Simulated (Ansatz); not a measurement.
# CH5ClOSi2: a ladder of functionals and wavefunction methods

An exercise on one series of results from a longer session: the logs are not shown, and one member is left open.

The runs use Ansatz 0.2.0, Gaussian basis; functionals in def2-TZVPP, the program's frozen cores in correlated methods.

Plan: PBE-D4, r2SCAN-D4, PBE0-D4, B3LYP-D4, ωB97X-V, ωB97M-V, B2PLYP; CCSD(T)/def2-TZVPP; MP2/def2-QZVPP; extrapolation to the limit.

### Structure used throughout

An earlier PBE0-D4 in a triple-zeta def2 set relaxation fixed the geometry.

SMILES `ClC[SiH]1O[SiH2]1`, 10 atoms, charge 0, spin multiplicity 1.

Atoms are counted from 1 here; the program's logs count them from 0.

Bond lengths: Cl1–C2 1.788 Å, C2–Si3 1.873 Å, C2–H6 1.091 Å, C2–H7 1.090 Å, Si3–O4 1.687 Å, Si3–Si5 2.194 Å, Si3–H8 1.482 Å, O4–Si5 1.698 Å, Si5–H9 1.484 Å, Si5–H10 1.484 Å. Angles: Cl1–C2–Si3 109.0°, Cl1–C2–H6 107.8°, Cl1–C2–H7 107.9°, Si3–C2–H6 111.8°, Si3–C2–H7 111.5°, H6–C2–H7 108.8°, C2–Si3–O4 114.2°, C2–Si3–Si5 124.1°, C2–Si3–H8 109.8°, O4–Si3–Si5 49.8°, O4–Si3–H8 114.6°, Si5–Si3–H8 125.7°, Si3–O4–Si5 80.8°, Si3–Si5–O4 49.4°, Si3–Si5–H9 125.0°, Si3–Si5–H10 124.4°, O4–Si5–H9 114.1°, O4–Si5–H10 113.8° and more.

Set-up of the first run:

Input file in.yaml:

```yaml
crystal:
  periodic: [false, false, false]
  atoms:
    - {symbol: Cl, position_ang: [-1.676553, -1.457730, -1.965220]}
    - {symbol: C, position_ang: [-1.425220, -0.066125, -0.871132]}
    - {symbol: Si, position_ang: [-0.138115, -0.523174, 0.410197]}
    - {symbol: O, position_ang: [1.447092, -0.509281, -0.166229]}
    - {symbol: Si, position_ang: [1.557356, 0.756090, 0.961132]}
    - {symbol: H, position_ang: [-2.385758, 0.175225, -0.413593]}
    - {symbol: H, position_ang: [-1.102432, 0.780820, -1.476542]}
    - {symbol: H, position_ang: [-0.533742, -1.776338, 1.094559]}
    - {symbol: H, position_ang: [2.495268, 0.491356, 2.079678]}
    - {symbol: H, position_ang: [1.845103, 2.077957, 0.350050]}
basis:
  gaussian: {orbitals: def2-TZVPP}
hamiltonian: {xc: pbe, dispersion: d4}
output: {forces: true, orbitals: {seedname: orbitals}}
```

Launch:

```bash
$ ansatz run in.yaml --threads 4 --pin off --events-out ev --progress --plain --max-ram 10444MiB
```

Among the steps run: PBE-D4 (GGA); r2SCAN-D4 (meta-GGA); PBE0-D4 (hybrid); B3LYP-D4 (hybrid); ωB97X-V (range-separated); ωB97M-V (range-separated); B2PLYP (double hybrid); CCSD(T) in def2-TZVPP; MP2 in def2-QZVPP.

One table of the session follows, with a row left open; its other results are not shown here.

```
            method  atomisation energy (kcal/mol)
            PBE-D4                          823.7
         r2SCAN-D4                          817.5
           PBE0-D4                          810.1
          B3LYP-D4                          808.3
           ωB97X-V                          818.7
           ωB97M-V                          815.9
            B2PLYP                          800.2
     HF/def2-TZVPP                          582.5
    MP2/def2-TZVPP                          804.1
   CCSD/def2-TZVPP                          775.3
CCSD(T)/def2-TZVPP                          789.1
           MP2/CBS                              ?
       CCSD(T)/CBS                          814.9
```

Q: Estimate the row for MP2/CBS from the others.

The run gave: atomisation energy (kcal/mol): 829.9. In the column «atomisation energy (kcal/mol)» it is the highest.
